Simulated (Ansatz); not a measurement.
# ClFH4Si2: the cost of one run

Computed with Ansatz 0.2.0, driven from Python. The levels of theory stand in the script.

**1. Starting point**

Bond lengths: F1–Si2 1.555 Å, Si2–Si3 2.280 Å, Si2–Cl4 2.006 Å, Si2–H5 1.498 Å, Si3–H6 1.524 Å, Si3–H7 1.517 Å, Si3–H8 1.436 Å. Angles: F1–Si2–Si3 109.5°, F1–Si2–Cl4 111.5°, F1–Si2–H5 109.2°, Si3–Si2–Cl4 110.5°, Si3–Si2–H5 111.6°, Cl4–Si2–H5 104.5°, Si2–Si3–H6 110.8°, Si2–Si3–H7 112.0°, Si2–Si3–H8 114.4°, H6–Si3–H7 104.3°, H6–Si3–H8 106.7°, H7–Si3–H8 108.0°.

The script holds or builds the structure itself.

**2. The code**

File run_disp.py:

```python
# -*- coding: utf-8 -*-
"""Dispersion corrections for ClFH4Si2."""

import ansatz

config = {
    "basis": "def2-SVP",
}

geometry_ang = [
    ("F", [-1.3237, 1.776, 0.1813]),
    ("Si", [-0.4425, 0.8039, -0.654]),
    ("Si", [0.4719, -0.7673, 0.7227]),
    ("Cl", [-1.4986, -0.0729, -2.1168]),
    ("H", [0.6129, 1.5884, -1.3722]),
    ("H", [1.3549, -0.1141, 1.7793]),
    ("H", [1.4062, -1.701, -0.023]),
    ("H", [-0.4889, -1.5701, 1.4268]),
]
geometry = ansatz.Crystal.molecule()
for symbol, xyz in geometry_ang:
    geometry = geometry.atom(symbol, xyz)

model = geometry.calculation()
model = model.basis(gaussian=config["basis"])
model = model.scf(lower_state_search="standard")
for name in ["revpbe", "b3lyp"]:
    for correction in ("d3bj", "d4"):
        data = model.functional(name, dispersion=correction).run(threads=1).report
        print(f"{name:8s} {correction:5s} total {data['free_energy_ev']:.5f} eV, of which dispersion {1000 * data['dispersion']['energy']['ev']:.2f} meV")
```

**3. The calls as engine input**

The package turns the script's settings into the engine's input (first run):

```yaml
crystal:
  periodic: [false, false, false]
  atoms:
    - { symbol: F, position_ang: [-1.3237, 1.776, 0.1813] }
    - { symbol: Si, position_ang: [-0.4425, 0.8039, -0.654] }
    - { symbol: Si, position_ang: [0.4719, -0.7673, 0.7227] }
    - { symbol: Cl, position_ang: [-1.4986, -0.0729, -2.1168] }
    - { symbol: H, position_ang: [0.6129, 1.5884, -1.3722] }
    - { symbol: H, position_ang: [1.3549, -0.1141, 1.7793] }
    - { symbol: H, position_ang: [1.4062, -1.701, -0.023] }
    - { symbol: H, position_ang: [-0.4889, -1.5701, 1.4268] }
basis:
  gaussian:
    orbitals: def2-SVP
hamiltonian:
  xc: revpbe
  dispersion: d3bj
scf:
  lower_state_search: standard
```

**4. Running it**

Launch:

```console
> python run_disp.py
```

What time and memory should one allow on 1 thread of Arm Neoverse V2, shared host?

About 8.1 s, with a peak of 0.23 GiB.
